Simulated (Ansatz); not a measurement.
**GaBrCl2 (SMILES [Cl][Ga]([Cl])[Br]): one structure at several levels**

The task here is to estimate one member of a computed series from the others.

Program: Ansatz 0.2.0, Gaussian basis. Level of theory: single points in def2-TZVPP. These are calculated values, not measurements.

Correlated methods freeze the cores. Filled d shells of the heavier atoms are correlated.

## Where the work starts

SMILES `[Cl][Ga]([Cl])[Br]`, 4 atoms, charge 0, spin multiplicity 1.

Atoms are counted from 1 here; the program's logs count them from 0.

Bond lengths: Cl1–Ga2 2.129 Å, Ga2–Cl3 2.168 Å, Ga2–Br4 2.278 Å. Angles: Cl1–Ga2–Cl3 127.3°, Cl1–Ga2–Br4 116.6°, Cl3–Ga2–Br4 115.4°.

Coordinates:

```xyz
4
charge 0, multiplicity 1
Cl    1.2435    0.3829    1.6987
Ga    0.1201   -0.0585   -0.0546
Cl   -0.4612   -2.0158   -0.7837
Br   -0.8602    1.7063   -1.1094
```

The first run:

run/in.yaml reads:

```yaml
crystal:
  periodic: [false, false, false]
  atoms:
    - {symbol: Cl, position_ang: [1.243500, 0.382900, 1.698700]}
    - {symbol: Ga, position_ang: [0.120100, -0.058500, -0.054600]}
    - {symbol: Cl, position_ang: [-0.461200, -2.015800, -0.783700]}
    - {symbol: Br, position_ang: [-0.860200, 1.706300, -1.109400]}
basis:
  gaussian: {orbitals: def2-TZVPP}
correlation: {method: ccsd_t}
```

On the command line:

```bash
$ ansatz run in.yaml --threads 8 --pin off --events-out ev --progress --plain --max-ram 10444MiB
```

Steps of the session up to this table: CCSD(T)/def2-TZVPP; PBE0-D4/def2-TZVPP; wB97M-V/def2-TZVPP; r2SCAN-D4/def2-TZVPP; PBE-D4/def2-TZVPP; wB97X-V/def2-TZVPP; SPW92/def2-TZVPP.

One of the session's tables, all rows but one given; the rest of the session is left out.

```
   method  RMS force component (eV/Å)  dipole (D)
  PBE0-D4                       0.343        0.41
  wB97M-V                       0.356        0.44
r2SCAN-D4                       0.343        0.40
   PBE-D4                       0.245        0.36
  wB97X-V                           ?           ?
    SPW92                       0.426        0.35
```

Estimate the missing values for wB97X-V.

**Answer.** RMS force component (eV/Å): 0.386; dipole (D): 0.45. In the column «RMS force component (eV/Å)» it lies between wB97M-V (0.356) and SPW92 (0.426).
